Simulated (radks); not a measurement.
# Yb³⁺ in [Xe] 4f13: an all-electron calculation

One table from this session's results is given with a row withheld; the runs are named, their logs left out.

Method: scalar-relativistic Kohn-Sham, PBE, spin-unpolarised, spherical densities, finite nucleus. Code: radks (a radial shooting solver on a logarithmic mesh, Libxc functionals) version 1.

## The atom as given

| Item | Value |
| --- | --- |
| element | ytterbium (Z = 70) |
| charge | +3 |
| electrons | 67 |
| configuration | [Xe] 4f13 |
| nuclear rms radius | 5.3108 fm |

The outer shells:

Yb³⁺
```
[Xe] core
4f [↑↓][↑↓][↑↓][↑↓][↑↓][↑↓][↑ ]
```

Set-up of the first run:

Settings of this run:

```text
Z 70
configuration [Xe] 4f13 6s0 5d0
relativity scalar-relativistic
functional pbe,pbe
spin unpolarised
nucleus finite rms 5.3108 fm
c 137.035999084
```

Launch:

```console
> python run_ks.py task.json out
```

This one command runs every case of the session in turn.

One of the session's tables, all rows but one given; the rest of the session is left out.

It belongs to the step «Orbitals and density». Sizes of the orbitals, from the radial functions (bohr):

| level | <r> | outermost maximum (interpolated) | 90 % within | nodes |
| --- | --- | --- | --- | --- |
| 1s | 0.01966 | 0.0124 | 0.0357 | 0 |
| 2s | 0.08334 | 0.0706 | 0.129 | 1 |
| 2p | 0.07415 | 0.0576 | 0.121 | 0 |
| 3s | 0.2167 | 0.199 | 0.318 | 2 |
| 3p | 0.2162 | 0.197 | 0.323 | 1 |
| 3d | ? | ? | ? | ? |
| 4s | 0.4876 | 0.455 | 0.700 | 3 |
| 4p | 0.5177 | 0.476 | 0.753 | 2 |
| 4d | 0.5587 | 0.491 | 0.840 | 1 |
| 5s | 1.186 | 1.06 | 1.71 | 4 |
| 5p | 1.390 | 1.21 | 2.03 | 3 |
| 4f | 0.7321 | 0.480 | 1.26 | 0 |
| 5d | 2.051 | 1.67 | 3.12 | 2 |
| 6s | 2.888 | 2.66 | 4.10 | 5 |

**Question.** Estimate the row for 3d.

The run gave: <r>: 0.1961; outermost maximum (interpolated): 0.160; 90 % within: 0.305; nodes: 0. In the column «<r>» it lies between 2s (0.08334) and 3p (0.2162).

To keep in mind: Spin polarisation and multiplet splitting are left out.
